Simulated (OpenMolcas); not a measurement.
# Fe²⁺ among point charges: CASSCF and CASPT2 levels and susceptibility

Aim: the splitting of the states of Fe²⁺ in the field of 4 point charges, its lowest levels with spin-orbit coupling and its magnetic susceptibility.

Method: state-averaged CASSCF and CASPT2, spin-orbit coupling by RASSI with atomic mean-field integrals. Code: OpenMolcas 26.06.

## (1) Starting point

| Quantity | Value |
| --- | --- |
| Species | Fe²⁺ (iron, Z = 26, 24 electrons) |
| Basis | ANO-RCC-VTZP [6s5p3d2f1g], 59 functions |
| Scalar Hamiltonian | DKH2, point nucleus |
| Inactive shells | 1s 2s 2p 3s 3p |
| Active space | 6 electrons in 5 orbitals (3d) |
| Some configurations of this space | 3d⁶ |
| Orbitals | optimised for each spin and parity, averaged over all roots |

The outer shells:

3d6
```
3d [↑↓][↑ ][↑ ][↑ ][↑ ]
```

The ion sits among 4 point charges of -1 e arranged as a tetrahedron (Td), 2.04 Å from the ion.

Each step is its own input file, run in one work folder so that later steps find the files of earlier ones. Labels, J, g values, rates, χT and fits are worked out afterwards by a script from the matrices that RASSI stores.

## (2) Basis and integrals

Input file a.inp:

```
&GATEWAY
Coord
1

Fe 0.0 0.0 0.0
Basis=ANO-RCC-VTZP
Group=NoSym
NoMove
AngMom=0.0 0.0 0.0
AMFI
XField
4 Angstrom 0
1.177795 1.177795 1.177795 -1.000000
1.177795 -1.177795 -1.177795 -1.000000
-1.177795 1.177795 -1.177795 -1.000000
-1.177795 -1.177795 1.177795 -1.000000
&SEWARD
```

Command:

```bash
$ OMP_NUM_THREADS=1 MOLCAS_MEM=1689 MOLCAS_PROJECT=a pymolcas a.inp > a.log
```

## (3) Reference wave functions, quintets, 5 roots

Input file a.inp:

```
&RASSCF
FileOrb=start.orb
Symmetry=1
Spin=5
nActEl=6 0 0
Inactive=9
Ras2=5
CIRoot=5 5 1
SDav=5
CIMx=300
Iter=120 100
PrWF=0.3
OrbListing=Nothing
MaxOrb=0
>>> COPY $Project.JobIph JOB001
```

start.orb holds the contracted functions of the basis, ordered by shell, or the orbitals of the step before.

## (4) Reference wave functions, triplets, 45 roots

Input file a.inp:

```
&RASSCF
FileOrb=start.orb
Symmetry=1
Spin=3
nActEl=6 0 0
Inactive=9
Ras2=5
CIRoot=45 45 1
SDav=45
CIMx=300
Iter=120 100
PrWF=0.3
OrbListing=Nothing
MaxOrb=0
>>> COPY $Project.JobIph JOB002
```

## (5) CASSCF: singlets, 50 roots

Input file a.inp:

```
&RASSCF
FileOrb=start.orb
Symmetry=1
Spin=1
nActEl=6 0 0
Inactive=9
Ras2=5
CIRoot=50 50 1
SDav=50
CIMx=300
Iter=120 100
PrWF=0.3
OrbListing=Nothing
MaxOrb=0
>>> COPY $Project.JobIph JOB003
```

## (6) RASSI: spin-orbit coupling between the states

Input file a.inp:

```
&RASSI
NrOfJobIphs=3 5 45 50
1 2 3 4 5
1 2 3 4 5 6 7 8 9 10 11 12 13 14 15 16 17 18 19 20 21 22 23 24 25 26 27
28 29 30 31 32 33 34 35 36 37 38 39 40 41 42 43 44 45
1 2 3 4 5 6 7 8 9 10 11 12 13 14 15 16 17 18 19 20 21 22 23 24 25 26 27
28 29 30 31 32 33 34 35 36 37 38 39 40 41 42 43 44 45 46 47 48 49 50
IphNames
JOB001
JOB002
JOB003
EJob
SpinOrbit
DIPRint=1.0
SOCoupling=1000.0
Subsets=2
Property=9
'ANGMOM' 1 'ANGMOM' 2 'ANGMOM' 3 'MLTPL  1' 1 'MLTPL  1' 2 'MLTPL  1' 3
'AMFI' 1 'AMFI' 2 'AMFI' 3
SOProperty=3
'ANGMOM' 1 'ANGMOM' 2 'ANGMOM' 3
```

## (7) CASPT2: IPEA 0.25, imaginary shift 0.1 (closed shells correlated: 3s 3p)

Input file a.inp:

```
>>> COPY JOB001 $Project.JobIph
&CASPT2
Multistate=5 1 2 3 4 5
NoMult
Frozen=5
IPEA=0.25
Imaginary=0.1
MaxIter=60
WThr=0.0 0.3 0.05
PrWF=0.5
NoMix
>>> COPY JOB002 $Project.JobIph
&CASPT2
Multistate=45 1 2 3 4 5 6 7 8 9 10 11 12 13 14 15 16 17 18 19 20 21 22
23 24 25 26 27 28 29 30 31 32 33 34 35 36 37 38 39 40 41 42 43 44 45
NoMult
Frozen=5
IPEA=0.25
Imaginary=0.1
MaxIter=60
WThr=0.0 0.3 0.05
PrWF=0.5
NoMix
>>> COPY JOB003 $Project.JobIph
&CASPT2
Multistate=50 1 2 3 4 5 6 7 8 9 10 11 12 13 14 15 16 17 18 19 20 21 22
23 24 25 26 27 28 29 30 31 32 33 34 35 36 37 38 39 40 41 42 43 44 45 46
47 48 49 50
NoMult
Frozen=5
IPEA=0.25
Imaginary=0.1
MaxIter=60
WThr=0.0 0.3 0.05
PrWF=0.5
NoMix
```

(Steps that only read results are left out.)

What does the calculation give? Wanted: spin-free ground state; first state of the same spin within the active space; lowest level; next level.

**Answer**, as computed:

| quantity | value |
| --- | --- |
| method | SS-CASPT2, IPEA 0.25, imaginary shift 0.1 (closed shells correlated: 3s 3p) |
| spin-free ground state | 5E, 2-fold in its orbital part |
| first state of the same spin within the active space | 5T2 at 987 cm⁻¹ |
| lowest level | 1-fold A1 |
| next level | 31.6 cm⁻¹ |
| χT at 300 K | 4.49 cm³ K/mol |
| effective moment at 300 K | 5.99 μB |

Cost by method:

```
                                              method  time of its own steps  time with the reference
                                           A. CASSCF                   14 s                     14 s
B. SS-CASPT2, IPEA 0.25, imaginary shift 0.1, +3s 3p                   13 s                     27 s
```

Times are of one thread on a shared host.

**Reading.** The spin-free ground state (5E) comes to 100 % from free-ion D terms and keeps the highest spin of the shell. χT at 300 K is 4.49, against 3.01 cm³ K/mol for the spin alone, so orbital moment adds to it. An active space of the d shell alone favours high spin; real ions in strong fields can be low spin. CASPT2 does not keep the components of a term degenerate, and the means are used. An orbital doublet at a regular site is open to a Jahn-Teller distortion, which this geometry leaves out. The field of point charges can differ much from that of real complexes. This is an electrostatic model: the charges have no orbitals.
